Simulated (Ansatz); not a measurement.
# CH3BClFO: up Jacob's ladder to CCSD(T)

One table from this session's results is given with a row withheld; the runs are named, their logs left out.

Computed with Ansatz 0.2.0, Gaussian basis. Level: functionals in def2-TZVPP, the program's frozen cores in correlated methods.

Levels to be run: LDA (SPW92), PBE-D4, revPBE-D4, BLYP-D4, r2SCAN-D4, B97M-V, PBE0-D4, B3LYP-D4, r2SCANh-D4, r2SCAN0-D4, HSE06-D4, BHLYP-D4, CAM-B3LYP-D4, LC-ωPBE, ωB97X-V, ωB97M-V, B2PLYP, PBE-QIDH; CCSD(T)/def2-SVP; CCSD(T)/def2-TZVPP; MP2/def2-QZVPP; extrapolation to the limit; RPA on PBE.

### The relaxed structure

The geometry comes from an earlier relaxation with PBE0-D4 in a triple-zeta def2 set; it is a stationary point, not always the lowest conformer.

SMILES `BC(O)(F)Cl`, 8 atoms, charge 0, spin multiplicity 1.

Atoms are counted from 1 here; the program's logs count them from 0.

Bond lengths: B1–C2 1.545 Å, B1–H6 1.192 Å, B1–H7 1.187 Å, C2–O3 1.458 Å, C2–F4 1.346 Å, C2–Cl5 1.742 Å, O3–H8 0.968 Å. Angles: C2–B1–H6 116.5°, C2–B1–H7 119.5°, H6–B1–H7 123.9°, B1–C2–O3 74.1°, B1–C2–F4 121.2°, B1–C2–Cl5 125.0°, O3–C2–F4 108.7°, O3–C2–Cl5 110.1°, F4–C2–Cl5 109.4°, C2–O3–H8 107.1°.

Set-up of the first run:

Input file in.yaml:

```yaml
crystal:
  periodic: [false, false, false]
  atoms:
    - {symbol: B, position_ang: [-0.496727, 0.835931, 0.196684]}
    - {symbol: C, position_ang: [0.656000, -0.125712, -0.169042]}
    - {symbol: O, position_ang: [-0.573104, -0.892271, -0.337222]}
    - {symbol: F, position_ang: [1.403686, -0.711802, 0.783820]}
    - {symbol: Cl, position_ang: [1.548083, -0.091841, -1.664662]}
    - {symbol: H, position_ang: [-0.796518, 0.892223, 1.348882]}
    - {symbol: H, position_ang: [-0.991579, 1.504401, -0.650038]}
    - {symbol: H, position_ang: [-0.657639, -1.468131, 0.435879]}
basis:
  gaussian: {orbitals: def2-TZVPP}
hamiltonian: {xc: lda}
output: {orbitals: {seedname: orbitals}}
```

Steps of the session up to this table: LDA; PBE-D4 (GGA); revPBE-D4 (GGA); BLYP-D4 (GGA); r2SCAN-D4 (meta-GGA); B97M-V (meta-GGA); PBE0-D4 (hybrid); B3LYP-D4 (hybrid); r2SCANh-D4 (hybrid); r2SCAN0-D4 (hybrid); HSE06-D4 (hybrid); BHLYP-D4 (hybrid); CAM-B3LYP-D4 (range-separated); LC-ωPBE (range-separated); ωB97X-V (range-separated); ωB97M-V (range-separated); B2PLYP (double hybrid); PBE-QIDH (double hybrid).

One of the session's tables, all rows but one given; the rest of the session is left out.

It belongs to the step «Orbital energies across the functionals». 

| functional | HOMO (eV) | gap (eV) |
| --- | --- | --- |
| LDA (SPW92) | -7.38 | 5.79 |
| PBE-D4 | -7.21 | 5.86 |
| revPBE-D4 | -7.15 | 5.89 |
| BLYP-D4 | -7.12 | 5.84 |
| r2SCAN-D4 | ? | ? |
| B97M-V | -7.62 | 6.54 |
| PBE0-D4 | -8.63 | 8.25 |
| B3LYP-D4 | -8.42 | 7.74 |
| r2SCANh-D4 | -8.04 | 7.49 |
| r2SCAN0-D4 | -8.83 | 8.75 |
| HSE06-D4 | -8.23 | 7.47 |
| BHLYP-D4 | -9.99 | 10.46 |
| CAM-B3LYP-D4 | -10.08 | 10.64 |
| LC-ωPBE | -11.43 | 13.28 |
| ωB97X-V | -11.07 | 12.75 |
| ωB97M-V | -10.93 | 12.25 |

Estimate the missing values for r2SCAN-D4.

Worked estimate for «HOMO (eV)». Against the share of exact exchange, r2SCANh-D4 (0.1, -8.04), r2SCAN0-D4 (0.25, -8.83) give a slope of -5.27 per unit share; at 0 the line stands at -7.51.

As computed: HOMO (eV): -7.52; gap (eV): 6.63. In «HOMO (eV)» the line misses by +0.01.
